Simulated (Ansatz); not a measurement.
# Cl2HNSi + HCl: a complex and its separated parts

The complex below is one end of an elementary step. How strongly is it bound against its free parts?

Program: Ansatz 0.2.0, Gaussian basis. Level of theory: PBE0-D4/def2-TZVP structures, single points in def2-TZVPP, no counterpoise correction. These are calculated values, not measurements.

Levels: SPW92, PBE-D4, BLYP-D4, r2SCAN-D4, B97M-V, PBE0-D4, B3LYP-D4, r2SCAN0-D4, BHLYP-D4, CAM-B3LYP-D4, wB97X-V, wB97M-V, B2PLYP, PBE-QIDH, RPA on PBE, Hartree-Fock, MP2, CCSD, CCSD(T).

Correlated methods freeze the cores. B3LYP uses VWN-RPA correlation. B2PLYP carries no dispersion term here.

56 further runs of the same task are left out: 56 set aside as unsound or not needed. Runs told in other sessions of the task aren't counted.

### Step 1. The system as given

The complex: 7 atoms, charge 0, spin multiplicity 1.

Atoms are counted from 1 here; the program's logs count them from 0.

Bond lengths: Si1–N3 1.585 Å, Si1–Cl5 2.010 Å, Si1–Cl6 1.991 Å, Cl2–H4 1.341 Å, N3–H7 1.010 Å. Angles: N3–Si1–Cl5 129.5°, N3–Si1–Cl6 119.8°, Cl5–Si1–Cl6 110.7°, Si1–N3–H7 122.4°.

As a file:

```xyz
7

Si   -0.3029    0.6176    0.8666
Cl    0.6347   -2.4060   -1.6507
N     0.1795    0.3961   -0.6264
H     0.4409   -1.1492   -1.2242
Cl   -0.6918    2.3300    1.8437
Cl   -0.6047   -0.9531    2.0525
H     0.3444    1.1645   -1.2616
```

Its parts: Cl2HNSi holds atoms 1, 3, 5, 6, 7; HCl holds atoms 2, 4. Each part counts its atoms afresh in its own runs.

### Step 2. Relaxing Cl2HNSi alone

relax-a/in.yaml

```yaml
crystal:
  periodic: [false, false, false]
  atoms:
    - {symbol: Si, position_ang: [-0.302932, 0.617625, 0.866555]}
    - {symbol: N, position_ang: [0.179463, 0.396142, -0.626399]}
    - {symbol: Cl, position_ang: [-0.691785, 2.329997, 1.843662]}
    - {symbol: Cl, position_ang: [-0.604709, -0.953133, 2.052535]}
    - {symbol: H, position_ang: [0.344431, 1.164535, -1.261580]}
basis:
  gaussian: {orbitals: def2-TZVP}
hamiltonian: {xc: pbe0, dispersion: d4}
relax: {f_tol: 0.005, max_steps: 200}
```

The run is started by

```console
ansatz run in.yaml --threads 4 --pin off --events-out ev --progress --plain --max-ram 9574MiB
```

After this run come: Relaxing HCl alone; SPW92/def2-TZVPP; PBE-D4/def2-TZVPP; BLYP-D4/def2-TZVPP; r2SCAN-D4/def2-TZVPP; B97M-V/def2-TZVPP; PBE0-D4/def2-TZVPP; B3LYP-D4/def2-TZVPP; r2SCAN0-D4/def2-TZVPP; BHLYP-D4/def2-TZVPP; CAM-B3LYP-D4/def2-TZVPP; wB97X-V/def2-TZVPP; wB97M-V/def2-TZVPP; B2PLYP/def2-TZVPP; PBE-QIDH/def2-TZVPP; RPA on PBE/def2-TZVPP; CCSD(T)/def2-TZVPP; Vibrations of Cl2HNSi; Vibrations of HCl.

**Question.** What will these runs give? Wanted: complex less parts, CCSD(T)/def2-TZVPP; with zero-point energy; largest T1 diagnostic.

**Answer**, as computed:

| quantity | value |
| --- | --- |
| complex less parts, CCSD(T)/def2-TZVPP | -7.1 kcal/mol |
| with zero-point energy | -5.7 kcal/mol |
| largest T1 diagnostic | 0.014 |

What this shows: At CCSD(T) the complex lies 7.1 kcal/mol below its parts. The functionals run from B2PLYP, off by -0.3 kcal/mol, to SPW92, off by -7.3 kcal/mol, against CCSD(T). Mean unsigned error by rung: LDA 7.3, GGA 2.9, meta-GGA 1.8, hybrid 2.5, range-separated hybrid 1.6, double hybrid 1.0 kcal/mol. The double hybrids carry no dispersion term here, unlike the levels marked D4 or V. PBE-D4 gives a relative energy 3.3 kcal/mol too low, outside chemical accuracy (1 kcal/mol). No counterpoise was applied, and triple zeta lacks some correlation, so the CCSD(T) reference has a basis error of its own, and close matches with it are partly luck.
